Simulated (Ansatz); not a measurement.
# CH6AlNOS: how energies converge with the basis set

An exercise on one series of results from a longer session: the logs are not shown, and one member is left open.

The runs use Ansatz 0.2.0, Gaussian basis; one geometry, several basis sets.

The runs, in order: PBE0-D4/def2-SVP; ωB97M-V/def2-SVP; PBE0-D4/def2-QZVPP; ωB97M-V/def2-QZVPP; the functionals' def2-TZVPP values are taken from earlier runs.

**The geometry**

The geometry comes from an earlier relaxation with PBE0-D4 in a triple-zeta def2 set; it is a stationary point, not always the lowest conformer.

11 atoms, charge 0, spin multiplicity 1.

Atoms are counted from 1 here; the program's logs count them from 0.

Bond lengths: N1–C2 1.470 Å, N1–H6 1.012 Å, N1–H7 1.012 Å, C2–Al3 1.971 Å, C2–H8 1.096 Å, C2–H9 1.096 Å, Al3–O4 1.693 Å, Al3–S5 2.194 Å, O4–H10 0.955 Å, S5–H11 1.345 Å. Angles: C2–N1–H6 111.2°, C2–N1–H7 111.2°, H6–N1–H7 106.8°, N1–C2–Al3 118.0°, N1–C2–H8 108.2°, N1–C2–H9 108.3°, Al3–C2–H8 108.9°, Al3–C2–H9 108.9°, H8–C2–H9 103.5°, C2–Al3–O4 120.8°, C2–Al3–S5 120.1°, O4–Al3–S5 119.0°, Al3–O4–H10 125.5°, Al3–S5–H11 91.8°.

The first run:

Input file in.yaml:

```yaml
crystal:
  periodic: [false, false, false]
  atoms:
    - {symbol: N, position_ang: [-0.780560, -1.237446, 1.217149]}
    - {symbol: C, position_ang: [0.423657, -0.981519, 0.414271]}
    - {symbol: Al, position_ang: [0.476700, 0.659380, -0.675777]}
    - {symbol: O, position_ang: [1.832635, 1.031347, -1.619078]}
    - {symbol: S, position_ang: [-1.232736, 2.035058, -0.679624]}
    - {symbol: H, position_ang: [-1.603966, -1.299427, 0.631803]}
    - {symbol: H, position_ang: [-0.946168, -0.488209, 1.877211]}
    - {symbol: H, position_ang: [0.591912, -1.846695, -0.237159]}
    - {symbol: H, position_ang: [1.291295, -0.991643, 1.083820]}
    - {symbol: H, position_ang: [1.929006, 1.805433, -2.170237]}
    - {symbol: H, position_ang: [-1.916474, 1.256621, 0.178218]}
basis:
  gaussian: {orbitals: def2-SVP}
hamiltonian: {xc: pbe0, dispersion: d4}
output: {orbitals: {seedname: orbitals}}
```

Command:

```bash
$ ansatz run in.yaml --threads 4 --pin off --events-out ev --progress --plain --max-ram 10444MiB
```

Among the steps run: PBE0-D4 in def2-SVP; ωB97M-V in def2-SVP; PBE0-D4 in def2-QZVPP; ωB97M-V in def2-QZVPP.

One table of the session follows, with a row left open; its other results are not shown here.

It belongs to the step «Density functionals: the series». 

| functional | basis | HOMO (eV) |
| --- | --- | --- |
| PBE0-D4 | def2-SVP | -6.14 |
| PBE0-D4 | def2-TZVPP | -6.38 |
| PBE0-D4 | def2-QZVPP | -6.43 |
| ωB97M-V | def2-SVP | ? |
| ωB97M-V | def2-TZVPP | -8.65 |
| ωB97M-V | def2-QZVPP | -8.70 |

Q: Estimate the row for ωB97M-V, def2-SVP from the others.

As computed: HOMO (eV): -8.40. In the column «HOMO (eV)» it lies between ωB97M-V, def2-TZVPP (-8.65) and PBE0-D4, def2-QZVPP (-6.43).
